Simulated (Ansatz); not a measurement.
# BiTe (R-3m) in Ansatz: a series of runs, part 2 of 2

Ansatz 0.2.0.

## Step 4: Band structure, r2SCAN

input.yaml

```yaml
crystal:
  lattice:
    - [2.4227077728, 1.3987509848, 3.3172919545]
    - [-2.4227077728, 1.3987509848, 3.3172919545]
    - [0.0, -2.7975019696, 3.3172919545]
  atoms:
    - { symbol: Bi, position: [0.5, 0.5, 0.5] }
    - { symbol: Te, position: [0.0, 0.0, 0.0] }
hamiltonian:
  xc: r2scan
  pseudopotentials: { kind: paw }
kpoints:
  mp_grid: { grid: [7, 7, 7] }
  band_path:
    path:
      - [[0.0, 0.0, 0.0], [0.5, 0.0, 0.0], [0.5, 0.2851949954, -0.2851949954]]
      - [[0.7148050046, 0.5, 0.2851949954], [0.5, 0.5, 0.5], [0.0, 0.0, 0.0], [0.3925974977, 0.0, -0.3925974977]]
      - [[0.6074025023, 0.3925974977, 0.0], [0.5, 0.5, 0.0], [0.6074025023, 0.6074025023, 0.2851949954], [0.5, 0.5, 0.5]]
      - [[0.5, 0.0, 0.0], [0.7148050046, 0.3925974977, 0.3925974977]]
    npoints: 14
scf:
  occupations: { method: fermi_dirac, width: 0.05 }
  n_extra_bands: 6
output:
  forces: true
  stress: true
  eigenvalues: true
  fatbands: true
  write_density: true
  write_potential: true
  elf: true
  volumetric_format: npy
```

Potentials or basis: Ansatz PAW.

Command:

```
$ ansatz run input.yaml --threads 2 --pin off --max-ram 5632MiB --backend cpu --events-out ev --progress --plain --runs-dir out
```

The program printed:

```text
Warning: RAYON_NUM_THREADS=2 ignored (pool sized by the plan → 2); use --threads N
scf.n_extra_bands = 6 over 16 filled bands (N_el = 31.0): the run solves 22 bands
Engine: ansatz 0.2.0, x86_64-unknown-linux-gnu
Pseudopotentials: kind: paw
Pseudopotential: Bi, paw, valence charge 15, recommended cutoff 500 eV (meta_gga), Bi.paw.azcp
Pseudopotential: Te, paw, valence charge 16, recommended cutoff 500 eV (meta_gga), Te.paw.azcp
Functional definition: r2SCAN
  parameter k0 = 0.174
  parameter k1 = 0.065
  parameter a1 = 4.9479
  exchange = r2scan_x(k0 = k0, k1 = k1, a1 = a1)
  correlation = r2scan_c
Crystal: 2 atoms, lattice volume = 67.449 Å³
Basis set: ecut = 500 eV, 1705 PW (Γ), exchange–correlation on 128×128×128 points (64 copies of the dense FFT grid, shifted against one another)
Bands: 22, of which v1, the nominal top of the filled ones, is band 16 counted from 1 (15 counted from 0)
Symmetry: 12 space group operations
Space group: R-3m (ITA 166), of the structure as read, at distance tolerance 4.1e-5 Å
k-points: 44 of 343
Non-local potential: Bi, projectors of the file, l = 0: 2, l = 1: 2, l = 2: 2, l = 3: 2
Non-local potential: Te, projectors of the file, l = 0: 2, l = 1: 2, l = 2: 2, l = 3: 2
PAW form: soft (Blöchl's): semilocal exchange-correlation on the pseudo side does not see the compensation charge
PAW frozen core: Bi, regenerated for the run's functional (the file was generated under x = pbe(κ = 0.804, μ = 0.2195149727645171), c = pbe(β = 0.06672455060314922))
PAW frozen core: Te, regenerated for the run's functional (the file was generated under x = pbe(κ = 0.804, μ = 0.2195149727645171), c = pbe(β = 0.06672455060314922))
PAW one-centre angular grid: Bi, 590 points (default); XC on 160 Gauss nodes
PAW one-centre angular grid: Te, 590 points (default); XC on 160 Gauss nodes
Initial density: superposition of atomic densities (neutral atoms: chi_scale 0, normalization atom), corrected by the library's trained network
Initial wavefunctions: pseudopotential atomic-orbital guess
Functional: x = r2scan, c = r2scan; τ floored in thin density (d = 2e-4 eV/Å³)
SCF iter   1: F=—  HF=-19405.976231 eV  |F-HF|=—  |Δ(HF+E_count)|=         —  Δρ=2.56e-3  dr2=2.66e-3  dr2_τ=8.20e-4  ethr=1.77e-3  ⟨swp⟩=7.6  Hψ=5699  notcnv=0  defer=3
preconditioner: auto → Kerker (q_TF=auto, 2.397 Å⁻¹)  [metal: Δε(μ)=0.087 eV  Ē_g=11.543 eV  σ=0.050 eV  W_gap=0.35  n_scr=14 (ndim 8)  ℏωp=15.0 eV  f_vac=0.001  D(μ)=1.46/eV (n_scr^D=14)]
SCF iter   2: F=—  HF=-19405.983252 eV  |F-HF|=—  |Δ(HF+E_count)|=   7.02e-3  Δρ=1.60e-3  dr2=1.34e-3  dr2_τ=4.39e-5  ethr=8.59e-6  ⟨swp⟩=2.0  Hψ=1860  notcnv=0  defer=62
SCF iter   3: F=—  HF=-19405.983993 eV  |F-HF|=—  |Δ(HF+E_count)|=   7.41e-4  Δρ=3.84e-4  dr2=1.28e-4  dr2_τ=4.77e-6  ethr=4.32e-6  ⟨swp⟩=2.7  Hψ=1586  notcnv=0  defer=62
SCF iter   4: F=—  HF=-19405.984024 eV  |F-HF|=—  |Δ(HF+E_count)|=   3.18e-5  Δρ=1.31e-4  dr2=1.65e-5  dr2_τ=3.05e-7  ethr=4.11e-7  ⟨swp⟩=2.2  Hψ=1570  notcnv=0  defer=62
SCF iter   5: F=—  HF=-19405.984039 eV  |F-HF|=—  |Δ(HF+E_count)|=   1.46e-5  Δρ=6.27e-5  dr2=4.23e-6  dr2_τ=5.87e-8  ethr=5.32e-8  ⟨swp⟩=2.0  Hψ=1436  notcnv=0  defer=62
SCF iter   6: F=—  HF=-19405.984040 eV  |F-HF|=—  |Δ(HF+E_count)|=   6.61e-7  Δρ=1.30e-5  dr2=1.20e-7  dr2_τ=1.93e-9  ethr=1.37e-8  ⟨swp⟩=2.0  Hψ=1155  notcnv=0  defer=62
SCF iter   7: F=-19405.984040 eV  HF=-19405.984040 eV  |F-HF|=5.76e-9  |Δ(HF+E_count)|=   5.41e-8  Δρ=3.11e-6  dr2=6.78e-9  dr2_τ=2.36e-10  ethr=3.23e-10  ⟨swp⟩=14.7  Hψ=7771  notcnv=0
SCF 1 converged in 7 iterations: F = -19405.984040 eV  dr2 = 6.78e-9
NSCF: frozen V_eff on 130 k-points
SCF converged after 7 iterations
Free energy (F): -19405.984040 eV
Harris-Foulkes:  -19405.984040 eV  (|F-HF|=5.76e-9)
Internal energy: -19405.971474 eV  (E = F + TS)
E sigma→0 (E₀):  -19405.977757 eV
Entropy (-TS):   -0.012565 eV (-6.283 meV/atom)
Fermi energy:    9.816968 eV
--- Per-component energies (eV) ---
  E_band       = -385.395689
  E_kinetic    = 479.941130
  E_local      = -2741.953228  (includes V_loc(G=0)·N_el)
  E_nonlocal   = 251.332640
  E_hartree    = 1281.045230
  E_xc         = -255.567285
  E_vxc        = -267.549112  (∫ρ·V_xc dr)
  E_paw        = -15374.829125  (= ΣΔE_a)
  E_vpaw       = -686.904715  (= ΣTr[D̂ρ^β])
  E_aug_tail   = -0.000311  (compensation charges beyond the density's cutoff)
  E_vtau       = 17.649041  (kinetic-family band-sum trace: ∫τ·v_τ [+ j·A + Jᵃ·Aᵃ] dr)
  E_ewald      = -3047.100929
  E_core_change = 1.160403  (= ΣΔE_core)
  E_smearing   = -0.012565  (= −TS)
  E_closure    = 0.000000  (closes the sum)
  Σ components = -19405.984040   (vs F -19405.984040, Δ=0.00e0)
--- Forces (eV/Å), atoms counted from 1 ---
  atom   1  Bi     0.00000000     0.00000000     0.00000000
  atom   2  Te    -0.00000000     0.00000000     0.00000000
  max |Σ_I F_I| component: 1.01e-28 eV/Å
--- Stress (GPa, compression-positive) ---
       -0.653107       0.000000      -0.000000
        0.000000      -0.653107      -0.000000
       -0.000000       0.000000      -0.507519
  P = ⅓ Tr σ = -0.6046 GPa (-6.046 kbar)
--- Band table (eV; the first three rows and the last of 44) ---
  k-point 0: bands = ["-28.3702", "-28.3702", "-28.3304", "-28.3304", "-28.3130", "-14.3029", "-14.3029", "-14.2782", "-14.2782", "-14.2589", "-4.2958", "1.3481", "6.6252", "6.6252", "7.9695", "11.6972", "12.4445", "12.4445", "14.2231", "14.2231", "16.6971", "16.9025"]
  k-point 1: bands = ["-28.3701", "-28.3701", "-28.3304", "-28.3302", "-28.3130", "-14.3029", "-14.3026", "-14.2794", "-14.2768", "-14.2585", "-4.1121", "0.8541", "6.7507", "6.9527", "7.9051", "11.0859", "11.6943", "11.8692", "14.5176", "14.7153", "16.6448", "17.6836"]
  k-point 2: bands = ["-28.3700", "-28.3700", "-28.3305", "-28.3297", "-28.3129", "-14.3032", "-14.3021", "-14.2821", "-14.2742", "-14.2571", "-3.5697", "-0.2730", "7.1180", "7.5297", "7.9999", "9.9562", "10.3947", "10.9667", "15.3634", "15.3987", "17.7935", "19.0869"]
  k-point 43: bands = ["-28.3702", "-28.3701", "-28.3290", "-28.3290", "-28.3130", "-14.3091", "-14.3076", "-14.2663", "-14.2658", "-14.2607", "-1.9427", "-1.4595", "5.7496", "6.7550", "6.9498", "9.0544", "9.2015", "10.5356", "17.3568", "17.9414", "18.5272", "20.6164"]
```

bands.tsv:

```text
# k_distance	band_0	band_1	band_2	band_3	band_4	band_5	band_6	band_7	band_8	band_9	band_10	band_11	band_12	band_13	band_14	band_15	band_16	band_17	band_18	band_19	band_20	band_21
# fermi_ev = 9.816968
[... 149 lines left out ...]
5.835689	-38.187164	-38.186866	-38.146456	-38.146267	-38.129899	-24.126290	-24.119754	-24.089127	-24.085978	-24.075389	-11.663762	-11.311346	-5.201441	-3.843687	-3.430414	0.927407	1.159384	3.983435	6.116793	7.056761	8.004420	9.982698
5.884631	-38.187185	-38.186871	-38.146486	-38.146151	-38.129905	-24.126845	-24.119822	-24.089529	-24.084476	-24.075440	-11.670265	-11.230518	-5.316441	-3.945689	-3.475510	0.975110	1.245915	3.834819	5.781813	7.389444	8.342536	10.265315
5.933573	-38.187200	-38.186876	-38.146519	-38.146050	-38.129910	-24.127306	-24.119866	-24.090016	-24.083160	-24.075434	-11.710119	-11.134600	-5.371405	-4.032168	-3.502630	1.010676	1.321228	3.614286	5.464151	7.767076	8.718286	10.562387
```

fatbands.tsv:

```text
# ik	k_distance	band	e_minus_ef	bi0_l0_6S	bi0_l1_6P	bi0_l2_5D	te1_l0_5S	te1_l1_5P	te1_l2_4D
# fermi_ev = 9.816968
# lock_threshold_ev = 1e-12
# [0, 0, 0] at k_distance = 0.000000
# [0.5, 0, 0] at k_distance = 0.812499
# [0.5, 0.2851949954, -0.2851949954] at k_distance = 1.552139
# [0.7148050046, 0.5, 0.2851949954] at k_distance = 1.552139
# [0.5, 0.5, 0.5] at k_distance = 2.109226
# [0, 0, 0] at k_distance = 3.056262
# [0.3925974977, 0, -0.3925974977] at k_distance = 4.074446
# [0.6074025023, 0.3925974977, 0] at k_distance = 4.074446
# [0.5, 0.5, 0] at k_distance = 4.352990
# [0.6074025023, 0.6074025023, 0.2851949954] at k_distance = 4.765934
# [0.5, 0.5, 0.5] at k_distance = 5.248386
# [0.5, 0, 0] at k_distance = 5.248386
# [0.7148050046, 0.3925974977, 0.3925974977] at k_distance = 5.933573
# jumps = 29 72 115
# n_points = 130
0	0.000000	0	-38.187122	0.000000	0.000000	0.000033	0.000000	0.000000	0.999952
0	0.000000	1	-38.187122	0.000000	0.000000	0.000033	0.000000	0.000000	0.999952
0	0.000000	2	-38.147396	0.000000	0.000000	0.000042	0.000000	0.000000	0.999942
0	0.000000	3	-38.147396	0.000000	0.000000	0.000042	0.000000	0.000000	0.999942
0	0.000000	4	-38.130012	0.000008	0.000000	0.000006	0.000000	0.000000	0.999976
0	0.000000	5	-24.119905	0.000000	0.000000	0.999927	0.000000	0.000000	0.000028
[... 2519 lines left out ...]
114	5.248386	15	-1.537624	0.000000	0.819000	0.000000	0.159292	0.000000	0.000329
114	5.248386	16	-1.348681	0.000000	0.981826	0.000000	0.000000	0.000000	0.001095
114	5.248386	17	-1.3
```

Run time: 18 s. Hardware: 2 threads of Intel Xeon at 2.50GHz (Skylake/Cascade Lake), shared host; peak memory 0.56 GiB.

What came out:

* Free energy: -19405.9840 eV
* Pressure: -0.6 GPa
* Band gap on the k mesh: none (metal or under the smearing width)

Stress tensor (GPa, compression positive):
```
-0.65  0.00  0.00
 0.00 -0.65  0.00
 0.00  0.00 -0.51
```

Levels at the corners of the path, in eV from the Fermi level:
```csv
point,band 12,band 13,band 14,band 15,band 16,band 17,band 18,band 19
Γ,-8.47,-3.19,-3.19,-1.85,1.88,2.63,2.63,4.41
L,-11.83,-2.07,-1.97,-1.13,-0.92,-0.67,0.32,7.10
B1,-11.28,-5.17,-5.16,-1.93,-0.63,3.36,3.75,5.89
B,-11.28,-5.17,-5.16,-1.93,-0.63,3.36,3.75,5.89
Z,-11.39,-2.57,-2.57,-2.34,-1.54,-1.35,-1.35,8.53
Γ,-8.47,-3.19,-3.19,-1.85,1.88,2.63,2.63,4.41
X,-11.03,-5.66,-3.95,-3.24,2.09,2.58,3.52,4.44
Q,-11.03,-5.66,-3.95,-3.24,2.09,2.58,3.52,4.44
F,-10.33,-5.92,-4.79,-3.58,2.70,3.17,3.78,4.81
P1,-11.13,-5.37,-4.03,-3.50,1.01,1.32,3.61,5.46
Z,-11.39,-2.57,-2.57,-2.34,-1.54,-1.35,-1.35,8.53
L,-11.83,-2.07,-1.97,-1.13,-0.92,-0.67,0.32,7.10
P,-11.13,-5.37,-4.03,-3.50,1.01,1.32,3.61,5.46
```

Caveat: spin-orbit coupling is left out, which moves the levels of the heavy elements; the PAW data sets come from PBE, with cores solved anew for the run's functional, which leaves a small shift of forces and pressure.

## Step 5: The runs side by side

```tsv
level	cutoff (eV)	gap on the mesh (eV)	pressure (GPa)
revPBE	420	none	1.1
BLYP	420	none	3.8
r2SCAN	500	none	-0.6
```

Alike in all rows: task band structure; potentials or basis Ansatz PAW; no spin polarisation; cell as given; k mesh 7 × 7 × 7; smearing fermi-dirac 0.05 eV.

Every run on the cell as given and a fine mesh finds a metal. The pressure there spans -0.6 GPa (r2SCAN) to 3.8 GPa (BLYP); a positive pressure means that this level wants a larger cell, a negative one a smaller.

Caveats: spin-orbit coupling is left out, which moves the levels of the heavy elements; the PAW data sets come from PBE, with cores solved anew for the run's functional, which leaves a small shift of forces and pressure.

Absolute energies hang on the potentials; compare differences alone.
